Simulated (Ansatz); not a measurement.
**SiAs (doublet): wave-function methods side by side, cc-pVTZ**

Aim: climb from Hartree-Fock through coupled cluster and multireference methods for SiAs (doublet) at one geometry and basis, and see what each rung misses.

The runs use Ansatz 0.2.0, Gaussian basis; cc-pVTZ, core rule «outside noble gas», up to 19 orbitals frozen.

To be run: UHF; CCSD(T) on ROHF; CCSD(T) on UHF; BCCD(T) on ROHF; CISD; CCSDT(Q) on ROHF; CCSDT(Q) on UHF; CASSCF and MRCISD+Q, 9 electrons in 8 orbitals; CASSCF and NEVPT2, 9 electrons in 8 orbitals.

9 further runs of the same task are left out: 9 set aside as unsound or not needed.

## Step 1: What is computed

The geometry is a PBE0/def2-TZVP stationary point (not a proven minimum). No spin-orbit coupling is included. The filled d shell of As may be among the frozen orbitals whatever the setting's name suggests; the logs give the count.

2 atoms, charge 0, spin multiplicity 2.

Atoms are counted from 1 here; the program's logs count them from 0.

Bond lengths: Si1–As2 2.173 Å.

## Step 2: UHF

Contents of in.yaml:

```yaml
crystal:
  periodic: [false, false, false]
  atoms:
    - {symbol: Si, position_ang: [0.000000, 0.000000, 0.000000]}
    - {symbol: As, position_ang: [0.000000, 0.000000, 2.172600]}
basis:
  gaussian: {orbitals: cc-pVTZ}
magnetization: {spin_polarized: true, initial_magnetization: 1}
hamiltonian: {xc: hf}
output: {orbitals: {seedname: orbitals}}
```

On the command line:

```sh
$ ansatz run in.yaml --threads 1 --pin off --events-out ev --progress --plain --max-ram 2393MiB
```

After this run come: CCSD(T) on ROHF; CCSD(T) on UHF; BCCD(T) on ROHF; CISD; CCSDT(Q) on ROHF; CCSDT(Q) on UHF; CASSCF and MRCISD+Q, 9 electrons in 8 orbitals; CASSCF and NEVPT2, 9 electrons in 8 orbitals.

**Question.** What will the summary of the whole plan be? Wanted: RCCSDT(Q) below the RHF energy; RMP2 from RCCSDT(Q); UMP2 from RCCSDT(Q); RCCSD from RCCSDT(Q); RCCSD(T) from RCCSDT(Q); UCCSD(T) from RCCSDT(Q); UCCSDT(Q) from RCCSDT(Q); NEVPT2 valence from RCCSDT(Q); MRCISD+Q valence from RCCSDT(Q).

As calculated:

```
                         quantity                      value
   RCCSDT(Q) below the RHF energy                 -6.5663 eV
              RMP2 from RCCSDT(Q)                +1164.1 meV
              UMP2 from RCCSDT(Q)                +1350.8 meV
             RCCSD from RCCSDT(Q)                 +457.7 meV
          RCCSD(T) from RCCSDT(Q)                  +71.2 meV
          UCCSD(T) from RCCSDT(Q)                  +79.5 meV
         UCCSDT(Q) from RCCSDT(Q)                   -5.0 meV
    NEVPT2 valence from RCCSDT(Q)                +1098.4 meV
  MRCISD+Q valence from RCCSDT(Q)                  +67.6 meV
levels within 1 kcal/mol (43 meV)  RCCSDT, UCCSDT, UCCSDT(Q)
                    T1 diagnostic                      0.026
   effectively unpaired electrons                       1.10
```

In words: RCCSD(T) misses by +71.2 meV, 1.1 % of the correlation energy. One determinant dominates. Of the multireference levels listed MRCISD+Q valence comes nearest in total energy (+67.6 meV), which doesn't show that its space is the better one. Coupled cluster took another determinant than the lowest Hartree-Fock one. These misses are within one basis, not against nature; the frozen cores of restricted and unrestricted runs differ, which can shift their rows.
